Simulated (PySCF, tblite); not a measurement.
# C3H8BN: geometry, infrared bands, NMR shifts and spin-spin couplings

Aim: predict the infrared bands, NMR shifts and spin-spin couplings of C3H8BN (`BNC1CC1`).

The runs use tblite 0.8.0 and PySCF 2.14.0, with density-fitted response routines of our own; the level of theory stands in each step. All values are computed, except where a source is named. Atoms count from 0, in the outputs and in this text.

## 1. The starting structure

13 atoms, charge 0, multiplicity 1; geometry from: force field or distance geometry start.

Bonds of the start (Å): B0–N1 1.56, N1–C2 1.45, C2–C3 1.51, C3–C4 1.51, C4–C2 1.52, B0–H5 1.20, B0–H6 1.19, N1–H7 1.03, C2–H8 1.12, C3–H9 1.11, C3–H10 1.09, C4–H11 1.10, C4–H12 1.12.

## 2. Geometry optimisation with GFN2-xTB

What the job is given:

```
{"job": {"kind": "relax", "xc": "GFN2-xTB", "basis": "xTB"}, "charge": 0, "multiplicity": 1}
B      2.230900    -0.084400    -0.063900
N      0.941100     0.513300    -0.704600
C     -0.091200     0.229900     0.278500
C     -1.514900     0.660700     0.024800
C     -1.152400    -0.798700    -0.055500
H      2.833800     0.740000     0.557100
H      2.138600    -1.137400     0.484100
H      0.748900     0.058600    -1.611600
H      0.221100     0.265800     1.351900
H     -2.061700     0.977400     0.942100
H     -1.682600     1.278200    -0.862100
H     -1.415500    -1.498400     0.744700
H     -1.200500    -1.204400    -1.103300
```

On the command line:

```
$ OMP_NUM_THREADS=1 python probes_run.py task.json out
```

One launch serves the whole session: the jobs run in the order shown.

**Question.** This job is followed by: GFN2-xTB harmonic vibrations, gas phase; GIAO PBE0/pcSseg-1 NMR shielding, non-relativistic, gas phase; B3LYP/pcJ-1 indirect spin-spin coupling, non-relativistic, gas phase. Predict these results of the whole session: strongest single infrared mode (GFN2-xTB); zero-point energy (GFN2-xTB); 13C shifts against TMS (PBE0/pcSseg-1, means over atoms taken as alike); 1H shifts against TMS (PBE0/pcSseg-1, means over atoms taken as alike); 11B shifts against BF3·OEt2 (PBE0/pcSseg-1); 15N shifts against NH3 (PBE0/pcSseg-1); surface potential, 1st and 99th percentile; largest coupling of the table (B3LYP/pcJ-1).

The runs gave:

| quantity | value |
| --- | --- |
| strongest single infrared mode (GFN2-xTB) | 2642 cm⁻¹, 203 km/mol |
| zero-point energy (GFN2-xTB) | 68.2 kcal/mol |
| 13C shifts against TMS (PBE0/pcSseg-1, means over atoms taken as alike) | 36.3, 9.7 ppm |
| 1H shifts against TMS (PBE0/pcSseg-1, means over atoms taken as alike) | 4.71, 3.98, 2.83, 0.74, 0.30 ppm |
| 11B shifts against BF3·OEt2 (PBE0/pcSseg-1) | 34.5 ppm |
| 15N shifts against NH3 (PBE0/pcSseg-1) | 161.6 ppm |
| surface potential, 1st and 99th percentile | -0.65 V and 1.71 V |
| largest coupling of the table (B3LYP/pcJ-1) | 1J(C,H) C2–H8, 179.5 Hz |

In words: Over 92 steps the energy fell by 1.964 eV; of the close pairs, B0–N1 changed most, 1.559 to 1.378 Å. All 33 modes are real, so the xTB geometry is a minimum. The strongest single mode, at 2642 cm⁻¹, moves mainly H5 and H6. GFN2-xTB is a fitted tight-binding method: band positions and strengths are rough. Its intensities can rank the bands wrongly. At PBE0/pcSseg-1: The widest tensor belongs to N1: span 178 ppm, with a paramagnetic part of -213 ppm. Of the pairs tabulated at B3LYP/pcJ-1, C2–H8 couples most strongly (179.5 Hz; Fermi contact 178.3 Hz). Couplings across rotatable bonds belong to this one conformer; where others are populated, the observed values are averages.
